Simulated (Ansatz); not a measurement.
# C2H2O2SSe: the cost of one run

Program: Ansatz 0.2.0. Level of theory: RKS BHLYP/def2-SVP. These are calculated values, not measurements.

**1. The starting structure**

Bond lengths: O1–C2 1.202 Å, C2–Se3 1.928 Å, Se3–C4 1.889 Å, C4–O5 1.289 Å, C4–S6 1.752 Å, C2–H7 1.109 Å, S6–H8 1.399 Å. Angles: O1–C2–Se3 121.5°, O1–C2–H7 118.5°, Se3–C2–H7 119.9°, C2–Se3–C4 91.4°, Se3–C4–O5 115.7°, Se3–C4–S6 125.1°, O5–C4–S6 119.2°, C4–S6–H8 93.1°.

Coordinates:

```xyz
8

O    -0.7510   -2.2646   -0.2617
C     0.2056   -1.5372   -0.2824
Se    0.3820   -0.1413   -1.6009
C    -0.3178    1.1411   -0.4028
O    -1.5953    1.3061   -0.4457
S     0.6251    2.0667    0.7480
H     1.0175   -1.7088    0.4532
H     0.5259    1.0810    1.7365
```

**2. Relaxing end A**

input.yaml reads:

```yaml
crystal:
  periodic: [false, false, false]
  atoms:
    - { symbol: O, position_ang: [-0.751, -2.2646, -0.2617] }
    - { symbol: C, position_ang: [0.2056, -1.5372, -0.2824] }
    - { symbol: Se, position_ang: [0.382, -0.1413, -1.6009] }
    - { symbol: C, position_ang: [-0.3178, 1.1411, -0.4028] }
    - { symbol: O, position_ang: [-1.5953, 1.3061, -0.4457] }
    - { symbol: S, position_ang: [0.6251, 2.0667, 0.748] }
    - { symbol: H, position_ang: [1.0175, -1.7088, 0.4532] }
    - { symbol: H, position_ang: [0.5259, 1.081, 1.7365] }
basis:
  gaussian: { orbitals: def2-SVP }
hamiltonian:
  xc: { name: BHLYP }
relax:
  f_tol: 0.015
  max_steps: 40
```

Command:

```sh
ansatz run input.yaml --threads 2 --pin off --max-ram 3072MiB --backend cpu --events-out ev --progress --plain --runs-dir out
```

What time and memory should one allow on 2 threads of Intel Xeon Platinum 8488C (Sapphire Rapids), shared host?

About 59 s, with a peak of 0.32 GiB.
